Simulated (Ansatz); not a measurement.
# CH6BFSSi: up Jacob's ladder to CCSD(T)

How much do the methods differ for CH6BFSSi? The plan is to run it at one geometry with functionals of several rungs and with coupled cluster. The yardstick is the atomisation energy at the CCSD(T) limit.

Method: functionals in def2-TZVPP, the program's frozen cores in correlated methods; program: Ansatz 0.2.0, Gaussian basis.

The runs, in order: PBE-D4, r2SCAN-D4, PBE0-D4, B3LYP-D4, ωB97X-V, ωB97M-V, B2PLYP; CCSD(T)/def2-TZVPP; MP2/def2-QZVPP; extrapolation to the limit.

### 1 The geometry

The geometry comes from an earlier relaxation with PBE0-D4 in a triple-zeta def2 set; it is a stationary point, not always the lowest conformer.

SMILES `B[Si](C)(F)S`, 11 atoms, charge 0, spin multiplicity 1.

Atoms are counted from 1 here; the program's logs count them from 0.

Bond lengths: B1–Si2 1.930 Å, B1–H6 1.195 Å, B1–H7 1.196 Å, Si2–C3 1.853 Å, Si2–F4 1.599 Å, Si2–S5 2.265 Å, C3–H8 1.092 Å, C3–H9 1.092 Å, C3–H10 1.093 Å, S5–H11 1.344 Å. Angles: Si2–B1–H6 120.4°, Si2–B1–H7 116.9°, H6–B1–H7 120.6°, B1–Si2–C3 130.4°, B1–Si2–F4 121.8°, B1–Si2–S5 59.4°, C3–Si2–F4 107.7°, C3–Si2–S5 110.3°, F4–Si2–S5 107.8°, Si2–C3–H8 111.4°, Si2–C3–H9 110.3°, Si2–C3–H10 109.5°, H8–C3–H9 109.3°, H8–C3–H10 108.2°, H9–C3–H10 108.0°, Si2–S5–H11 93.8°.

### 2 PBE-D4 (GGA)

in.yaml

```yaml
crystal:
  periodic: [false, false, false]
  atoms:
    - {symbol: B, position_ang: [0.699278, 1.264786, 1.088651]}
    - {symbol: Si, position_ang: [0.028580, -0.461408, 0.545843]}
    - {symbol: C, position_ang: [-1.241173, -0.910435, -0.727206]}
    - {symbol: F, position_ang: [0.476498, -1.809038, 1.280344]}
    - {symbol: S, position_ang: [1.858574, 0.427889, -0.448472]}
    - {symbol: H, position_ang: [0.175764, 2.266044, 0.699181]}
    - {symbol: H, position_ang: [1.432072, 1.288255, 2.033836]}
    - {symbol: H, position_ang: [-0.889146, -1.716147, -1.374250]}
    - {symbol: H, position_ang: [-1.490996, -0.039888, -1.337147]}
    - {symbol: H, position_ang: [-2.154809, -1.247085, -0.229674]}
    - {symbol: H, position_ang: [1.170758, 0.880127, -1.510606]}
basis:
  gaussian: {orbitals: def2-TZVPP}
hamiltonian: {xc: pbe, dispersion: d4}
output: {forces: true, orbitals: {seedname: orbitals}}
```

Command:

```
> ansatz run in.yaml --threads 4 --pin off --events-out ev --progress --plain --max-ram 10444MiB
```

After this run come: r2SCAN-D4 (meta-GGA); PBE0-D4 (hybrid); B3LYP-D4 (hybrid); ωB97X-V (range-separated); ωB97M-V (range-separated); B2PLYP (double hybrid); CCSD(T) in def2-TZVPP; MP2 in def2-QZVPP.

Q: Predict the results of all the runs planned. Wanted: atomisation energy, CCSD(T)/CBS; farthest; mean size of error, hybrid; mean size of error, range-separated; gap, smallest and largest; T1 diagnostic; triples share of the correlation energy.

The runs gave:

| quantity | value |
| --- | --- |
| atomisation energy, CCSD(T)/CBS | 40.710 eV |
| functionals within 0.204 eV (0.5 %) | PBE0-D4, B3LYP-D4 |
| farthest | PBE-D4 (+0.719 eV) |
| mean size of error, hybrid | 0.093 eV |
| mean size of error, range-separated | 0.252 eV |
| gap, smallest and largest | 4.88 eV (PBE-D4), 11.11 eV (ωB97X-V) |
| T1 diagnostic | 0.0121 |
| triples share of the correlation energy | 3.8 % |

In words: PBE-D4 misses by +0.719 eV. Double hybrids carry the basis error of their MP2 part in triple zeta, and no dispersion term here, so their miss is partly the set-up's. Misses under about 0.204 eV are within the doubt on the reference itself, which lacks core-valence correlation, relativity and higher excitations. Hartree-Fock recovers 75 % of the binding; the rest is correlation. Orbital gaps span 4.9 to 11.1 eV; exact exchange widens them.
